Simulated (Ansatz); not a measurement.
# NaTe2: the cost of one run

Method: DFT PBE, scalar-relativistic, plane waves, PAW, in Ansatz 0.2.0.

1 further run of the same task is left out (set aside as unsound or not needed).

### 1 The structure to begin with

Symmetry: P4/mmm, No. 123, tetragonal system. Conventional cell: a = 4.497 Å, b = 4.497 Å, c = 4.985 Å, α = 90.00°, β = 90.00°, γ = 90.00°. Around Na (site symmetry 4/mmm) lie 8 Te at 3.36 Å. Te (site symmetry mmm) is surrounded by 4 Te at 3.18 Å and 4 Na at 3.36 Å.

Structure file:

```xyz
3
Lattice="4.4967 0.0000 0.0000 0.0000 4.4967 0.0000 0.0000 0.0000 4.9855" Properties=species:S:1:pos:R:3 pbc="T T T"
Na    2.2484    2.2484    0.0000
Te    2.2484    0.0000    2.4927
Te    0.0000    2.2484    2.4927
```

It is the end of an earlier relaxation with the same method, from a generated guess; it is a trial structure. At a tolerance of 0.05 Å it has space group P4/mmm (No. 123); it has 33.60 Å³/atom, an uncorrected energy of -0.46 eV/atom over the elements.

### 2 Bands, states and charges

input.yaml reads:

```yaml
crystal:
  lattice:
    - [4.4967064717, 0.0, 0.0]
    - [0.0, 4.4967064717, 0.0]
    - [0.0, 0.0, 4.985468547]
  atoms:
    - { symbol: Na, position: [0.5, 0.5, 0.0] }
    - { symbol: Te, position: [0.5, 0.0, 0.5] }
    - { symbol: Te, position: [0.0, 0.5, 0.5] }
basis:
  ecutwfc: 420
kpoints:
  mp_grid: { grid: [10, 10, 10] }
  band_path:
    path:
      - [[0.0, 0.0, 0.0], [0.0, 0.5, 0.0], [0.5, 0.5, 0.0], [0.0, 0.0, 0.0], [0.0, 0.0, 0.5], [0.0, 0.5, 0.5], [0.5, 0.5, 0.5], [0.0, 0.0, 0.5]]
      - [[0.0, 0.5, 0.0], [0.0, 0.5, 0.5]]
      - [[0.5, 0.5, 0.0], [0.5, 0.5, 0.5]]
    npoints: 14
hamiltonian:
  xc: pbe
scf:
  occupations: { method: gaussian, width: 0.1 }
  n_extra_bands: 7
output:
  forces: true
  stress: true
  eigenvalues: true
  populations: true
  dos: { projected: true, de: 0.02, nscf_kmesh: { grid: [12, 12, 12] } }
  bader: true
  write_density: true
  write_potential: true
  elf: true
  volumetric_format: npy
```

Started as:

```
$ ansatz run input.yaml --threads 1 --pin off --max-ram 3072MiB --backend cpu --events-out ev --progress --plain --runs-dir out
```

**Question.** How long does this run take on 1 thread of Arm Neoverse V2, shared host, and how much memory does it need?

About 47 s, with a peak of 0.61 GiB.
